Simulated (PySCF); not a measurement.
# C5H9N2P: the cost of one run

The runs use PySCF 2.14.0, with density-fitted response routines of our own; the level of theory stands in each step. All values are computed, except where a source is named. Atoms are numbered from 0 throughout.

### Step 1. The starting structure

17 atoms, charge 0, multiplicity 1; geometry from: GFN2-xTB.

Bonds of the start (Å): C0–N1 1.46, N1–P2 1.68, P2–N3 1.56, P2–C4 1.83, C4–C5 1.34, C5–C6 1.46, C6–C7 1.34, C7–P2 1.82, C0–H8 1.09, C0–H9 1.09, C0–H10 1.09, N1–H11 1.02, N3–H12 1.01, C4–H13 1.08, C5–H14 1.08, C6–H15 1.08, C7–H16 1.08.

### Step 2. TDDFT and polarisability: CAM-B3LYP/def2-SVPD

The job: settings as JSON, then the geometry in Å.

```
{"job": {"kind": "uv", "xc": "CAM-B3LYP", "basis": "def2-SVPD", "nstates": 8, "ntriplets": 3}, "charge": 0, "multiplicity": 1}
C      2.486138    -0.122382    -0.408964
N      1.239310    -0.829502    -0.141180
P      0.061114     0.142001     0.556129
N      0.668228     0.963291     1.739087
C     -0.760615     0.971495    -0.850184
C     -1.996329     0.484145    -0.990562
C     -2.340422    -0.603189    -0.084745
C     -1.371861    -0.968087     0.759957
H      2.953777     0.268833     0.498040
H      2.261399     0.716913    -1.066402
H      3.176958    -0.796447    -0.915760
H      1.401936    -1.637309     0.454358
H      0.035747     1.601386     2.197614
H     -0.341733     1.784384    -1.418549
H     -2.715036     0.834157    -1.716542
H     -3.316419    -1.062267    -0.134114
H     -1.449191    -1.735394     1.511908
```

Level: TDDFT CAM-B3LYP/def2-SVPD, vertical, gas phase, core orbitals frozen in the response.

Launch:

```bash
> OMP_NUM_THREADS=1 python probes_run.py task.json out
```

One launch serves the whole session: the jobs run in the order shown.

**Question.** How long does this job take on 1 thread of Intel Xeon 6975P-C, shared host, and how much memory does it need?

About 47 s, with a peak of 1.1 GiB.
